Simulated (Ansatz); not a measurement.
# SnSe: pulling the crystal apart

Aim: for SnSe, open the crystal across a (0 0 1) plane.

Method: DFT r2SCAN, scalar-relativistic, plane waves, PAW, in Ansatz 0.2.0.

## 1. The system as given

Symmetry: P4/nmm, No. 129, tetragonal system. Conventional cell: a = 4.285 Å, b = 4.285 Å, c = 10.991 Å, α = 90.00°, β = 90.00°, γ = 90.00°. Around Sn (site symmetry 4mm) lie 5 Se at 2.68 to 3.03 Å. Se (site symmetry 4mm) is surrounded by 5 Sn at 2.68 to 3.03 Å.

As a file:

```xyz
4
Lattice="-4.2853 0.0000 0.0000 0.0000 -4.2853 0.0000 0.0000 0.0000 10.9907" Properties=species:S:1:pos:R:3 pbc="T T T"
Sn   -2.1427    0.0000    4.0911
Sn    0.0000   -2.1427    6.8996
Se   -2.1427    0.0000    6.7707
Se    0.0000   -2.1427    4.2200
```

It goes back to an entry of the Materials Project, which need not be the stable form.

No relaxation comes first: the listed cell is the starting point.

## 2. The undisturbed cell

input.yaml

```yaml
crystal:
  lattice:
    - [-4.2853274191, 0.0, 0.0]
    - [0.0, -4.2853274191, 0.0]
    - [0.0, 0.0, 10.99069213]
  atoms:
    - { symbol: Sn, position: [0.5, 0.0, 0.37222911] }
    - { symbol: Sn, position: [0.0, 0.5, 0.62777089] }
    - { symbol: Se, position: [0.5, 0.0, 0.61603949] }
    - { symbol: Se, position: [0.0, 0.5, 0.38396051] }
basis:
  ecutwfc: 500
kpoints:
  mp_grid: { grid: [6, 6, 3] }
hamiltonian:
  xc: r2scan
scf:
  occupations: { method: gaussian, width: 0.05 }
output:
  forces: true
  stress: true
  eigenvalues: true
```

The run is started by

```
ansatz run input.yaml --threads 2 --pin off --max-ram 5120MiB --backend cpu --events-out ev --progress --plain --runs-dir out
```

Further runs follow: d = 1.00 Å; At d = 3.00 Å; d = 0.50 Å; At d = 2.00 Å; point d = 6.00 Å; point d = -0.30 Å; At d = 0.25 Å; point d = 1.50 Å; At d = 4.50 Å; point d = 0.75 Å; d = -0.15 Å.

Before running it: what results should come out? Wanted: largest traction sampled.

The runs gave:

```
                quantity                   value
    energy at d = 6.00 Å               0.00 J/m²
largest traction sampled  0.0 GPa at d = -0.30 Å
```

In words: At the widest gap the traction has died away, so 0.00 J/m² is the unrelaxed work of separation, the sum of the two faces' energies. The traction peaks at 0.0 GPa near -0.30 Å, an estimate of the ideal strength of rigid blocks on this coarse sampling. The gap on the mesh stays at 1.78 eV. The cell holds empty space of several Å, a single layer or slab in vacuum, so volume, pressure and the long edge depend on that space.

Spin-orbit coupling is left out, though the cell holds Sn; it can move the gap.
